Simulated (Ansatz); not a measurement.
# WSe2: the cost of one run

Method: DFT PBEsol, scalar-relativistic, plane waves, PAW, in Ansatz 0.2.0.

2 further runs of the same task are left out: 2 set aside as unsound or not needed.

### Step 1. The structure to begin with

The structure is trigonal, space group P-3m1 (No. 164). Conventional cell: a = 3.271 Å, b = 3.271 Å, c = 23.983 Å, α = 90.00°, β = 90.00°, γ = 120.00°. W (site symmetry 3m) has 6 Se at 2.52 Å as nearest neighbours. Around Se (site symmetry 3m) lie 3 W at 2.52 Å.

Coordinates:

```
W Se
1.0
     3.27061    0.00000    0.00000
    -1.63531    2.83243    0.00000
     0.00000    0.00000   23.98349
W Se
2 4
Direct
  0.66667 0.33333 0.13765
  0.33333 0.66667 0.86235
  0.33333 0.66667 0.20737
  0.66667 0.33333 0.93216
  0.33333 0.66667 0.06784
  0.66667 0.33333 0.79263
```

It goes back to an entry of the Materials Project, which need not be the stable form.

It is the result of an earlier relaxation at this level (volume 37.03 Å³/atom; gap on the mesh: 1.42 eV).

### Step 2. Relaxing to 0.001 eV/Å

Response functions are second derivatives at a minimum, so forces and stress are first brought close to zero on the mesh and occupations that the response runs use.

input.yaml reads:

```yaml
crystal:
  lattice:
    - [3.2706140696, 0.0, 0.0]
    - [-1.6353070348, 2.8324348702, 0.0]
    - [0.0, 0.0, 23.9834858084]
  atoms:
    - { symbol: W, position: [0.6666666667, 0.3333333333, 0.1376486612] }
    - { symbol: W, position: [0.3333333333, 0.6666666667, 0.8623513388] }
    - { symbol: Se, position: [0.3333333333, 0.6666666667, 0.2073654559] }
    - { symbol: Se, position: [0.6666666667, 0.3333333333, 0.9321646883] }
    - { symbol: Se, position: [0.3333333333, 0.6666666667, 0.0678353117] }
    - { symbol: Se, position: [0.6666666667, 0.3333333333, 0.7926345441] }
basis:
  ecutwfc: 420
kpoints:
  mp_grid: { grid: [12, 12, 2] }
hamiltonian:
  xc: pbesol
scf:
  occupations: { method: fixed }
output:
  forces: true
  stress: true
  eigenvalues: true
relax:
  adjacent_minimum: "off"
  f_tol: 0.001
  max_steps: 60
  cell: { stress_tol: 0.01 }
```

Started as:

```
> ansatz run input.yaml --threads 2 --pin off --max-ram 7168MiB --backend cpu --events-out ev --progress --plain --runs-dir out
```

Q: Estimate wall time and peak memory on 2 threads of Intel Xeon 6975P-C (Granite Rapids), shared host.

About 28 s, with a peak of 0.79 GiB.
